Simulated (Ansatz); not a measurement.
# CH5BFN: the cost of one run

The runs use Ansatz 0.2.0, Gaussian basis; the settings change from run to run.

**1. The molecule**

An earlier PBE0-D4 in a triple-zeta def2 set relaxation fixed the geometry.

SMILES `CNBF`, 9 atoms, charge 0, spin multiplicity 1.

Atoms are counted from 1 here; the program's logs count them from 0.

Bond lengths: C1–N2 1.443 Å, C1–H5 1.094 Å, C1–H6 1.090 Å, C1–H7 1.094 Å, N2–B3 1.388 Å, N2–H8 1.009 Å, B3–F4 1.340 Å, B3–H9 1.197 Å. Angles: N2–C1–H5 111.7°, N2–C1–H6 109.1°, N2–C1–H7 111.7°, H5–C1–H6 108.0°, H5–C1–H7 108.2°, H6–C1–H7 108.0°, C1–N2–B3 126.0°, C1–N2–H8 115.3°, B3–N2–H8 118.7°, N2–B3–F4 119.2°, N2–B3–H9 121.7°, F4–B3–H9 119.1°.

As a file:

```mol
CH5BFN
  3D, bonds by distance, orders not assigned

  9  8  0  0  0  0  0  0  0  0999 V2000
   -0.2145    0.9313   -0.6380 C   0  0
    0.2218   -0.3948   -0.2745 N   0  0
    0.1600   -0.9551    0.9937 B   0  0
    0.6061   -2.2051    1.1786 F   0  0
   -1.0090    0.9043   -1.3898 H   0  0
   -0.6055    1.4337    0.2470 H   0  0
    0.6088    1.5343   -1.0326 H   0  0
    0.6028   -0.9448   -1.0295 H   0  0
   -0.2820   -0.3502    1.9279 H   0  0
  1  2  8  0
  2  3  8  0
  3  4  8  0
  1  5  8  0
  1  6  8  0
  1  7  8  0
  2  8  8  0
  3  9  8  0
M  END
```

**2. r2SCANh/ANO-RCC-VTZP**

Set apart from the defaults: high accuracy.

File in.yaml:

```yaml
crystal:
  periodic: [false, false, false]
  atoms:
    - {symbol: C, position_ang: [-0.214469, 0.931300, -0.637988]}
    - {symbol: N, position_ang: [0.221760, -0.394796, -0.274466]}
    - {symbol: B, position_ang: [0.159990, -0.955137, 0.993704]}
    - {symbol: F, position_ang: [0.606078, -2.205073, 1.178582]}
    - {symbol: H, position_ang: [-1.008966, 0.904300, -1.389783]}
    - {symbol: H, position_ang: [-0.605518, 1.433687, 0.247044]}
    - {symbol: H, position_ang: [0.608793, 1.534332, -1.032622]}
    - {symbol: H, position_ang: [0.602800, -0.944847, -1.029545]}
    - {symbol: H, position_ang: [-0.281966, -0.350166, 1.927871]}
basis:
  gaussian: {orbitals: ANO-RCC-VTZP}
hamiltonian: {xc: {name: r2SCANh}}
accuracy: high
output: {forces: true}
```

Run with:

```sh
$ ansatz run in.yaml --threads 2 --pin off --events-out ev --progress --plain --max-ram 22528MiB --backend cpu
```

What time and memory should one allow on 2 threads of AMD EPYC 7R13, shared host?

About 2.5 min, with a peak of 1.3 GiB.
